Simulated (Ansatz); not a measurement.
# CH9N3Zr: the cost of one run

Computed with Ansatz 0.2.0, Gaussian basis. Level: the settings change from run to run.

## Step 1: The relaxed structure

An earlier PBE0-D4 in a triple-zeta def2 set relaxation fixed the geometry. Zr takes a core potential in def2 sets; no spin-orbit term is included.

SMILES `[CH3][Zr]([NH2])([NH2])[NH2]`, 14 atoms, charge 0, spin multiplicity 1.

Atoms are counted from 1 here; the program's logs count them from 0.

Bond lengths: C1–Zr2 2.248 Å, C1–H6 1.097 Å, C1–H7 1.097 Å, C1–H8 1.097 Å, Zr2–N3 2.039 Å, Zr2–N4 2.039 Å, Zr2–N5 2.039 Å, N3–H9 1.012 Å, N3–H10 1.010 Å, N4–H11 1.012 Å, N4–H12 1.010 Å, N5–H13 1.012 Å, N5–H14 1.010 Å. Angles: Zr2–C1–H6 111.7°, Zr2–C1–H7 111.7°, Zr2–C1–H8 111.7°, H6–C1–H7 107.2°, H6–C1–H8 107.2°, H7–C1–H8 107.2°, C1–Zr2–N3 108.0°, C1–Zr2–N4 108.0°, C1–Zr2–N5 108.0°, N3–Zr2–N4 110.9°, N3–Zr2–N5 110.9°, N4–Zr2–N5 110.9°, Zr2–N3–H9 123.4°, Zr2–N3–H10 128.1°, H9–N3–H10 108.4°, Zr2–N4–H11 123.4°, Zr2–N4–H12 128.0°, H11–N4–H12 108.4° and more.

As a file:

```
C    -0.75663   -0.05420    1.83739
Zr    0.09919    0.00707   -0.24095
N    -0.71695    1.60323   -1.21297
N    -0.38676   -1.73893   -1.17582
N     2.12248    0.20866   -0.08510
H    -0.23073   -0.77858    2.47143
H    -1.81608   -0.33852    1.83145
H    -0.68621    0.92146    2.33382
H    -0.72475    2.54231   -0.83475
H    -1.21914    1.60822   -2.08959
H    -1.33012   -2.10354   -1.22169
H     0.23483   -2.40686   -1.60962
H     2.70067   -0.39307    0.48813
H     2.71022    0.92274   -0.49173
```

## Step 2: B97M-V/def2-SVP

File in.yaml:

```yaml
crystal:
  periodic: [false, false, false]
  atoms:
    - {symbol: C, position_ang: [-0.756627, -0.054197, 1.837391]}
    - {symbol: Zr, position_ang: [0.099189, 0.007068, -0.240954]}
    - {symbol: N, position_ang: [-0.716952, 1.603233, -1.212971]}
    - {symbol: N, position_ang: [-0.386762, -1.738935, -1.175820]}
    - {symbol: N, position_ang: [2.122479, 0.208662, -0.085102]}
    - {symbol: H, position_ang: [-0.230730, -0.778576, 2.471431]}
    - {symbol: H, position_ang: [-1.816076, -0.338518, 1.831449]}
    - {symbol: H, position_ang: [-0.686209, 0.921458, 2.333824]}
    - {symbol: H, position_ang: [-0.724751, 2.542313, -0.834748]}
    - {symbol: H, position_ang: [-1.219144, 1.608221, -2.089591]}
    - {symbol: H, position_ang: [-1.330122, -2.103545, -1.221686]}
    - {symbol: H, position_ang: [0.234828, -2.406863, -1.609622]}
    - {symbol: H, position_ang: [2.700667, -0.393069, 0.488128]}
    - {symbol: H, position_ang: [2.710220, 0.922736, -0.491730]}
basis:
  gaussian: {orbitals: def2-SVP}
hamiltonian: {xc: {name: B97M-V}}
output: {forces: true}
```

Command:

```sh
ansatz run in.yaml --threads 4 --pin off --events-out ev --progress --plain --max-ram 11315MiB
```

Q: Estimate wall time and peak memory on 4 threads of Arm Neoverse V2, shared host.

About 7.5 s, with a peak of 0.3 GiB.
